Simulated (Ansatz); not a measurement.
# CSe2 in Ansatz: convergence with smearing width

CSe2:

```
Se C
1.0
     3.56977   -2.99478    0.00000
     3.56977    2.99478    0.00000
     0.00000    0.00000    9.46265
Se C
4 2
Direct
  0.21687 0.78520 0.88523
  0.79281 0.20972 0.11748
  0.29851 0.72139 0.37651
  0.71529 0.28240 0.61915
  0.00182 0.98463 0.99933
  0.49675 0.50484 0.49341
```

The cell comes from a database or a generator and needn't be the stable form of this composition.

The cell isn't the ideal one: atoms moved at random, drawn with an rms of 0.05 Å.

- Program: Ansatz 0.2.0
- Task: convergence study
- Functional: PBE
- Potentials or basis: Ansatz PAW
- Cutoff: 420 eV (not typed: the program's choice for these potentials)
- k mesh: 4 × 4 × 2
- Occupations: fermi-dirac, width 0.3 eV
- Spin: no spin polarisation

These are the settings of the first run; the series varies smearing width, with any setting tied to it.

Hardware: 2 threads of Arm Neoverse V1, with other jobs on the host.

```
smearing width  energy less the tightest run, at zero smearing (meV/atom)  pressure (GPa)  largest force (eV/Å)  gap on the mesh (eV)  SCF cycles  CPU time (s)  peak memory (GiB)
        0.3 eV                                                       8.22            0.98                 3.385                 2.370          11            25               0.46
        0.2 eV                                                       0.75            0.94                 3.397                 2.364          12            25               0.46
       0.15 eV                                                       0.07            0.93                 3.398                 2.364          12            24               0.45
        0.1 eV                                                       0.00            0.93                 3.398                 2.363           9            11               0.44
       0.05 eV                                                       0.00            0.93                 3.398                 2.363           9            11               0.44
      0.025 eV                                                       0.00            0.93                 3.398                 2.363           9            11               0.44
       0.01 eV                                                       0.00            0.93                 3.398                 2.363           9            11               0.44
      0.005 eV                                                       0.00            0.93                 3.398                 2.363           9            11               0.44
```

Against the tightest run, the energy stays within 1 meV/atom from 0.2 eV on; the pressure stays within 0.1 GPa from 0.3 eV on; the largest force stays within 0.005 eV/Å from 0.2 eV on; the gap on the mesh stays within 0.01 eV from 0.3 eV on. The tightest run that finished is the yardstick and may itself not be fully converged.
